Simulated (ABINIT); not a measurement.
An input for ABINIT 10.8.3 (patched build) (MnPt):

run.abi

```
pp_dirpath "./"
pseudos "Pt.GGA_PBE-ansatz.xml, Mn.GGA_PBE-ansatz.xml"

acell 3*1.0 Angstrom
rprim
     2.8300000000     0.0000000000     0.0000000000
     0.0000000000     2.8300000000     0.0000000000
     0.0000000000     0.0000000000     3.6600000000
ntypat 2
znucl 78 25
natom 2
typat 1 2
xcart
     2.6739624663     2.6739624663     3.4581988081
     0.0000000000     0.0000000000     0.0000000000

ecut 489.804952 eV
pawecutdg 36.0
pawxcdev 0

kptopt 1
ngkpt 9 8 8
nshiftk 1
shiftk 0.0 0.0 0.0

ixc 11

nband 22
occopt 3
tsmear 0.05 eV

nsppol 2
spinat
     0.0000000000     0.0000000000     0.0000000000
     0.0000000000     0.0000000000     4.0000000000

nstep 100
tolvrs 1.0e-9

iomode 3
prtwf 0
prtden 0
prteig 0
prtebands 0
```

Potentials or basis: Ansatz PAW PBE default generated set, frozen core.

The run is started by

```console
$ abinit run.abi > log 2>&1
```

Problem. Does this run start?

Solution. The run stopped without a result. It printed:

run.abo:

```text
.Version 10.8.3 of ABINIT

--- !ERROR
message: |
    Chksymbreak = 1. It has been observed that the k point grid is not symmetric:
    for the symmetry number: 9
    with symrec= 0 1 0 1 0 0 0 0 1
    the symmetric of the k point number: 9 with components:    -1.111111E-01    0.000000E+00    0.000000E+00
    does not belong to the k point grid.
    Read the description of the input variable chksymbreak,
    You might switch it to zero, or change your k point grid to one that is symmetric.
...
```
